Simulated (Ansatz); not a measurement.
# HOs: the cost of one run

Computed with Ansatz 0.2.0 (DFT PBE, scalar-relativistic, plane waves, PAW, unless a step's input says otherwise).

1 further run of the same task is left out (it didn't finish).

### Step 1. The structure to begin with

It takes space group P6_3mc (No. 186, hexagonal). The conventional cell has a = 3.133 Å, b = 3.133 Å, c = 5.017 Å, α = 90.00°, β = 90.00°, γ = 120.00°. Around H (site symmetry 3m) lie 4 Os at 1.90 to 1.92 Å. Os (site symmetry 3m) is surrounded by 4 H at 1.90 to 1.92 Å.

As a file:

```
H Os
1.0
     3.13264    0.00000    0.00000
    -1.56632    2.71295    0.00000
     0.00000    0.00000    5.01682
H Os
2 2
Direct
  0.33333 0.66667 0.00000
  0.66667 0.33333 0.50000
  0.33333 0.66667 0.38210
  0.66667 0.33333 0.88210
```

This is candidate A: wurtzite type (P6_3mc, No. 186).

(A quick probe on a coarse mesh, which set the mesh and smearing, is not shown.)

### Step 3. A loose first relaxation (candidate A)

input.yaml reads:

```yaml
crystal:
  lattice:
    - [3.1326448744, 0.0, 0.0]
    - [-1.5663224372, 2.7129500423, 0.0]
    - [0.0, 0.0, 5.0168227363]
  atoms:
    - { symbol: H, position: [0.3333333333, 0.6666666667, 0.0] }
    - { symbol: H, position: [0.6666666667, 0.3333333333, 0.5] }
    - { symbol: Os, position: [0.3333333333, 0.6666666667, 0.3821] }
    - { symbol: Os, position: [0.6666666667, 0.3333333333, 0.8821] }
basis:
  ecutwfc: 420
kpoints:
  mp_grid: { grid: [6, 6, 4] }
hamiltonian:
  xc: pbe
scf:
  occupations: { method: gaussian, width: 0.1 }
  lower_state_search: "off"
output:
  forces: true
  stress: true
  eigenvalues: true
relax:
  adjacent_minimum: "off"
  f_tol: 0.04
  max_steps: 70
  cell: { stress_tol: 0.4 }
```

Started as:

```sh
$ ansatz run input.yaml --threads 1 --pin off --max-ram 2560MiB --backend cpu --events-out ev --progress --plain --runs-dir out
```

What time and memory should one allow on 1 thread of Arm Neoverse V2, shared host?

About 9.3 s, with a peak of 0.3 GiB.
